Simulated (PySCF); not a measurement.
# InH2F (SMILES [F][InH2]) at 6 levels

We compute a comparison of 6 runs (HF/STO-3G, PBE0/3-21G, PBE0/def2-SVP, wB97X/def2-SVP, TPSSh/def2-TZVP, MP2/STO-3G) of InH2F. The job is set up through a Python script.

The calculation is run with PySCF 2.14.0.

### Step 1. The system as given

InH2F has 4 atoms, charge 0, and is taken as a singlet. SMILES: `[F][InH2]`. The coordinates come from a PBE0-D4/def2-TZVP relaxation.

Bond lengths: F1–In2 1.961 Å, In2–H3 1.702 Å, In2–H4 1.702 Å. Angles: F1–In2–H3 110.4°, F1–In2–H4 110.4°, H3–In2–H4 139.2°.

### Step 2. Energy and gradient at HF/STO-3G (run 1)

Contents of run.py:

```python
from pyscf import gto, scf

mol = gto.M(
    atom='F -1.631800 -0.629400 0.188600; In 0.194400 0.052300 -0.026300; H 1.304300 -0.965100 0.767900; H 0.188600 1.481900 -0.950400',
    charge=0,
    max_memory=1860,
    basis='sto-3g',
    verbose=4,
)

mf = scf.RHF(mol)
mf.conv_tol = 1e-10
mf.kernel()
if not mf.converged:
    mf = mf.newton().run(mf.mo_coeff, mf.mo_occ)

e_final = mf.e_tot
print(f'total energy: {e_final:.8f} hartree')
grad = mf.nuc_grad_method().kernel()
mf.analyze()
```

Command:

```sh
OMP_NUM_THREADS=1 python run.py
```

The program printed:

```text
PySCF version 2.14.0

[INPUT] num. atoms = 4
[INPUT] num. electrons = 60
[INPUT] charge = 0
[INPUT] spin (= nelec alpha-beta = 2S) = 0
[INPUT] symmetry False subgroup None
[INPUT] Mole.unit = angstrom
[INPUT] Symbol           X                Y                Z      unit          X                Y                Z       unit  Magmom
[INPUT]  1 F     -1.631800000000  -0.629400000000   0.188600000000 AA   -3.083655090065  -1.189393622801   0.356402347093 Bohr   0.0
[INPUT]  2 In     0.194400000000   0.052300000000  -0.026300000000 AA    0.367362758615   0.098832676315  -0.049699797076 Bohr   0.0
[INPUT]  3 H      1.304300000000  -0.965100000000   0.767900000000 AA    2.464769784270  -1.823774682818   1.451120691054 Bohr   0.0
[INPUT]  4 H      0.188600000000   1.481900000000  -0.950400000000 AA    0.356402347093   2.800385143993  -1.795995708787 Bohr   0.0

nuclear repulsion = 152.79176679111
number of shells = 16
number of NR pGTOs = 102
number of NR cGTOs = 34
basis = sto-3g
ecp = {}

[... 40 lines left out ...]
total energy: -5782.05528590 hartree
[... 14 lines left out ...]
Two-electron Energy =                 2381.379213672269088
[... 5 lines left out ...]
MO #2   energy= -146.014149436446  occ= 2
[... 3 lines left out ...]
MO #6   energy= -27.701360585942   occ= 2
[... 3 lines left out ...]
MO #10  energy= -24.7160620844239  occ= 2
[... 3 lines left out ...]
MO #14  energy= -16.5816382973251  occ= 2
[... 3 lines left out ...]
MO #18  energy= -3.05096930657709  occ= 2
[... 3 lines left out ...]
MO #22  energy= -0.554985472145477 occ= 2
[... 3 lines left out ...]
MO #26  energy= -0.435496887414233 occ= 2
[... 3 lines left out ...]
MO #30  energy= -0.30906600728264  occ= 2
[... 3 lines left out ...]
MO #34  energy= 0.658301138116451  occ= 0
[... 2 lines left out ...]
pop of  0 F 1s            1.99997
pop of  0 F 2s            1.91061
pop of  0 F 2px           1.57801
pop of  0 F 2py           1.89619
pop of  0 F 2pz           1.91580
pop of  1 In 1s           2.00000
pop of  1 In 2s           1.99998
pop of  1 In 3s           1.99987
pop of  1 In 4s           1.99960
pop of  1 In 5s           1.01605
pop of  1 In 2px          2.00000
pop of  1 In 2py          2.00000
pop of  1 In 2pz          2.00000
pop of  1 In 3px          1.99997
pop of  1 In 3py          1.99997
pop of  1 In 3pz          1.99998
pop of  1 In 4px          1.99940
pop of  1 In 4py          1.99927
pop of  1 In 4pz          1.99870
pop of  1 In 5px          0.59412
pop of  1 In 5py          0.57706
pop of  1 In 5pz          0.31452
pop of  1 In 3dxy         1.99999
pop of  1 In 3dyz         1.99997
pop of  1 In 3dz^2        2.00000
pop of  1 In 3dxz         1.99999
pop of  1 In 3dx2-y2      1.99999
pop of  1 In 4dxy         1.98267
pop of  1 In 4dyz         1.96197
pop of  1 In 4dz^2        1.99403
pop of  1 In 4dxz         1.99078
pop of  1 In 4dx2-y2      1.98439
pop of  2 H 1s            1.14358
pop of  3 H 1s            1.14358
 ** Mulliken atomic charges  **
charge of    0F =     -0.30058
charge of    1In =      0.58774
charge of    2H =     -0.14358
charge of    3H =     -0.14358
Dipole moment(X, Y, Z, Debye):  1.65166,  0.61645, -0.19441
```

Run time: 3.3 s. Hardware: 1 thread of Intel Xeon at 2.70GHz, shared host; peak memory 0.12 GiB.

### Step 3. Energy and gradient at PBE0/3-21G (run 2)

Contents of input.py:

```python
from pyscf import gto, dft

mol = gto.M(
    atom='F -1.631800 -0.629400 0.188600; In 0.194400 0.052300 -0.026300; H 1.304300 -0.965100 0.767900; H 0.188600 1.481900 -0.950400',
    basis='3-21g',
    verbose=4,
    max_memory=1860,
)

mf = dft.RKS(mol, xc='pbe0')
mf.conv_tol = 1e-10
mf.grids.level = 5
mf.kernel()
if not mf.converged:
    mf = mf.newton().run(mf.mo_coeff, mf.mo_occ)

energy = mf.e_tot
print(f'total energy: {energy:.8f} hartree')
grad = mf.nuc_grad_method().kernel()
mf.analyze()
```

Command:

```sh
OMP_NUM_THREADS=1 python input.py
```

The program printed:

```text
PySCF version 2.14.0

[INPUT] num. atoms = 4
[INPUT] num. electrons = 60
[INPUT] charge = 0
[INPUT] spin (= nelec alpha-beta = 2S) = 0
[INPUT] symmetry False subgroup None
[INPUT] Mole.unit = angstrom
[INPUT] Symbol           X                Y                Z      unit          X                Y                Z       unit  Magmom
[INPUT]  1 F     -1.631800000000  -0.629400000000   0.188600000000 AA   -3.083655090065  -1.189393622801   0.356402347093 Bohr   0.0
[INPUT]  2 In     0.194400000000   0.052300000000  -0.026300000000 AA    0.367362758615   0.098832676315  -0.049699797076 Bohr   0.0
[INPUT]  3 H      1.304300000000  -0.965100000000   0.767900000000 AA    2.464769784270  -1.823774682818   1.451120691054 Bohr   0.0
[INPUT]  4 H      0.188600000000   1.481900000000  -0.950400000000 AA    0.356402347093   2.800385143993  -1.795995708787 Bohr   0.0

nuclear repulsion = 152.79176679111
number of shells = 22
number of NR pGTOs = 102
number of NR cGTOs = 44
basis = 3-21g
ecp = {}

[... 51 lines left out ...]
total energy: -5817.23415103 hartree
[... 16 lines left out ...]
Two-electron Coulomb Energy =         2537.033318514375424
[... 6 lines left out ...]
MO #4   energy= -134.71442686621   occ= 2
[... 4 lines left out ...]
MO #9   energy= -23.5782516038722  occ= 2
[... 4 lines left out ...]
MO #14  energy= -16.3979686991047  occ= 2
[... 4 lines left out ...]
MO #19  energy= -2.94278481615686  occ= 2
[... 4 lines left out ...]
MO #24  energy= -0.845883015860688 occ= 2
[... 4 lines left out ...]
MO #29  energy= -0.319113799455943 occ= 2
[... 4 lines left out ...]
MO #34  energy= 0.12460282679412   occ= 0
[... 4 lines left out ...]
MO #39  energy= 1.06942329219064   occ= 0
[... 4 lines left out ...]
MO #44  energy= 3.23301264398009   occ= 0
[... 12 lines left out ...]
pop of  1 In 2s           1.99997
pop of  1 In 3s           1.99980
pop of  1 In 4s           1.99929
pop of  1 In 5s           1.06938
pop of  1 In 6s           0.01305
pop of  1 In 2px          1.99999
pop of  1 In 2py          1.99999
pop of  1 In 2pz          1.99999
pop of  1 In 3px          1.99990
pop of  1 In 3py          1.99990
pop of  1 In 3pz          1.99989
pop of  1 In 4px          1.99967
pop of  1 In 4py          1.99959
pop of  1 In 4pz          1.99950
pop of  1 In 5px          0.38634
pop of  1 In 5py          0.55113
pop of  1 In 5pz          0.33785
pop of  1 In 6px          0.02979
pop of  1 In 6py          0.01335
pop of  1 In 6pz          0.00532
pop of  1 In 3dxy         1.99992
pop of  1 In 3dyz         1.99993
pop of  1 In 3dz^2        1.99997
pop of  1 In 3dxz         1.99997
pop of  1 In 3dx2-y2      1.99992
pop of  1 In 4dxy         1.99794
pop of  1 In 4dyz         1.99560
pop of  1 In 4dz^2        1.99888
pop of  1 In 4dxz         1.99892
pop of  1 In 4dx2-y2      1.99798
pop of  2 H 1s            1.08947
pop of  2 H 2s            0.00291
pop of  3 H 1s            1.08947
pop of  3 H 2s            0.00291
 ** Mulliken atomic charges  **
charge of    0F =     -0.42252
charge of    1In =      0.60729
charge of    2H =     -0.09238
charge of    3H =     -0.09239
Dipole moment(X, Y, Z, Debye):  2.20116,  0.82158, -0.25905
```

It took 11 s on 1 thread of Intel Xeon at 2.70GHz, shared host; peak memory 0.47 GiB.

Runs 3 to 5 aren't shown in full; the table further down has their settings and results.

### Step 4. Energy and forces at MP2/STO-3G (run 6)

Contents of job.py:

```python
import pyscf.grad
from pyscf import gto, mp

mol = gto.M(
    atom='''
F     -1.631800    -0.629400     0.188600
In     0.194400     0.052300    -0.026300
H      1.304300    -0.965100     0.767900
H      0.188600     1.481900    -0.950400
''',
    basis='sto-3g',
    max_memory=1860,
    verbose=4,
)

hf = mol.RHF()
hf.conv_tol = 1e-10
hf.kernel()
if not hf.converged:
    hf = hf.newton().run(hf.mo_coeff, hf.mo_occ)

pt = mp.MP2(hf, frozen=19).run()
e_final = pt.e_tot
print('E = %.10f Eh' % e_final)
grad = pt.Gradients().kernel()
hf.analyze()
```

Command:

```sh
OMP_NUM_THREADS=1 python job.py
```

The program printed:

```text
PySCF version 2.14.0

[INPUT] num. atoms = 4
[INPUT] num. electrons = 60
[INPUT] charge = 0
[INPUT] spin (= nelec alpha-beta = 2S) = 0
[INPUT] symmetry False subgroup None
[INPUT] Mole.unit = angstrom
[INPUT] Symbol           X                Y                Z      unit          X                Y                Z       unit  Magmom
[INPUT]  1 F     -1.631800000000  -0.629400000000   0.188600000000 AA   -3.083655090065  -1.189393622801   0.356402347093 Bohr   0.0
[INPUT]  2 In     0.194400000000   0.052300000000  -0.026300000000 AA    0.367362758615   0.098832676315  -0.049699797076 Bohr   0.0
[INPUT]  3 H      1.304300000000  -0.965100000000   0.767900000000 AA    2.464769784270  -1.823774682818   1.451120691054 Bohr   0.0
[INPUT]  4 H      0.188600000000   1.481900000000  -0.950400000000 AA    0.356402347093   2.800385143993  -1.795995708787 Bohr   0.0

nuclear repulsion = 152.79176679111
number of shells = 16
number of NR pGTOs = 102
number of NR cGTOs = 34
basis = sto-3g
ecp = {}

[... 39 lines left out ...]
converged SCF energy = -5782.05528590424
[... 20 lines left out ...]
Two-electron Energy =                 2381.379213672269088
[... 5 lines left out ...]
MO #2   energy= -146.014149436446  occ= 2
[... 3 lines left out ...]
MO #6   energy= -27.701360585942   occ= 2
[... 3 lines left out ...]
MO #10  energy= -24.7160620844239  occ= 2
[... 3 lines left out ...]
MO #14  energy= -16.5816382973251  occ= 2
[... 3 lines left out ...]
MO #18  energy= -3.05096930657709  occ= 2
[... 3 lines left out ...]
MO #22  energy= -0.554985472145477 occ= 2
[... 3 lines left out ...]
MO #26  energy= -0.435496887414233 occ= 2
[... 3 lines left out ...]
MO #30  energy= -0.30906600728264  occ= 2
[... 3 lines left out ...]
MO #34  energy= 0.658301138116451  occ= 0
[... 2 lines left out ...]
pop of  0 F 1s            1.99997
pop of  0 F 2s            1.91061
pop of  0 F 2px           1.57801
pop of  0 F 2py           1.89619
pop of  0 F 2pz           1.91580
pop of  1 In 1s           2.00000
pop of  1 In 2s           1.99998
pop of  1 In 3s           1.99987
pop of  1 In 4s           1.99960
pop of  1 In 5s           1.01605
pop of  1 In 2px          2.00000
pop of  1 In 2py          2.00000
pop of  1 In 2pz          2.00000
pop of  1 In 3px          1.99997
pop of  1 In 3py          1.99997
pop of  1 In 3pz          1.99998
pop of  1 In 4px          1.99940
pop of  1 In 4py          1.99927
pop of  1 In 4pz          1.99870
pop of  1 In 5px          0.59412
pop of  1 In 5py          0.57706
pop of  1 In 5pz          0.31452
pop of  1 In 3dxy         1.99999
pop of  1 In 3dyz         1.99997
pop of  1 In 3dz^2        2.00000
pop of  1 In 3dxz         1.99999
pop of  1 In 3dx2-y2      1.99999
pop of  1 In 4dxy         1.98267
pop of  1 In 4dyz         1.96197
pop of  1 In 4dz^2        1.99403
pop of  1 In 4dxz         1.99078
pop of  1 In 4dx2-y2      1.98439
pop of  2 H 1s            1.14358
pop of  3 H 1s            1.14358
 ** Mulliken atomic charges  **
charge of    0F =     -0.30058
charge of    1In =      0.58774
charge of    2H =     -0.14358
charge of    3H =     -0.14358
Dipole moment(X, Y, Z, Debye):  1.65166,  0.61645, -0.19441
```

Wall time 3.3 s (1 thread of Intel Xeon at 2.70GHz, shared host); peak memory 0.15 GiB.

### Step 5. The series

| run | level | integration grid | core potential | energy (Eh) | dipole moment (D) of the reference | HOMO energy (eV) | LUMO energy (eV) | wall time |
| --- | --- | --- | --- | --- | --- | --- | --- | --- |
| 1 | HF/STO-3G | – | – | -5782.055286 | 1.77 | -8.41 | 5.95 | 3.3 s |
| 2 | PBE0/3-21G | 5 | – | -5817.234151 | 2.36 | -8.02 | -1.49 | 11 s |
| 3 | PBE0/def2-SVP (core potential) | 5 | def2-svp | -290.990461 | 2.97 | -8.55 | -1.72 | 12 s |
| 4 | wB97X/def2-SVP (core potential) | 5 | def2-svp | -291.106493 | 2.98 | -10.92 | 0.13 | 17 s |
| 5 | TPSSh/def2-TZVP (core potential) | 5 | def2-svp | -291.160222 | 2.94 | -8.04 | -2.08 | 37 s |
| 6 | MP2/STO-3G | – | – | -5782.106544 | 1.77 | -8.41 | 5.95 | 3.3 s |

### Step 6. Results

| quantity | value |
| --- | --- |
| run 6: total energy | -5782.10654 Eh |
| run 6: dipole moment (Hartree–Fock density) | 1.77 D |
| run 6: HOMO energy (Hartree–Fock orbitals) | -8.41 eV |
| run 6: LUMO energy (Hartree–Fock orbitals) | 5.95 eV |
| run 6: HOMO–LUMO gap (Hartree–Fock orbitals) | 14.36 eV |
| run 6: correlation energy (19 core orbitals frozen) | -51.3 mEh |
| run 6: largest force on an atom | 1.726 eV/Å |

What this shows: Over runs 1, 2, 3, 4, 5 the dipole moment (its size) runs from 1.77 D (HF/STO-3G) to 2.98 D (wB97X/def2-SVP). The two ends differ in method and basis and core potential. Over runs 1, 2, 3, 4, 5 the HOMO–LUMO gap runs from 5.95 eV (TPSSh/def2-TZVP) to 14.36 eV (HF/STO-3G). Totals of different functionals can't be ranked against each other. Some runs of one species differ in core potentials or relativity; totals across that change don't compare. In runs 1, 6 the basis is minimal, so the values are rough. In runs 1, 2, 6 relativity is left out where basis or elements ask for it. All runs together took 84 s, the longest 37 s.
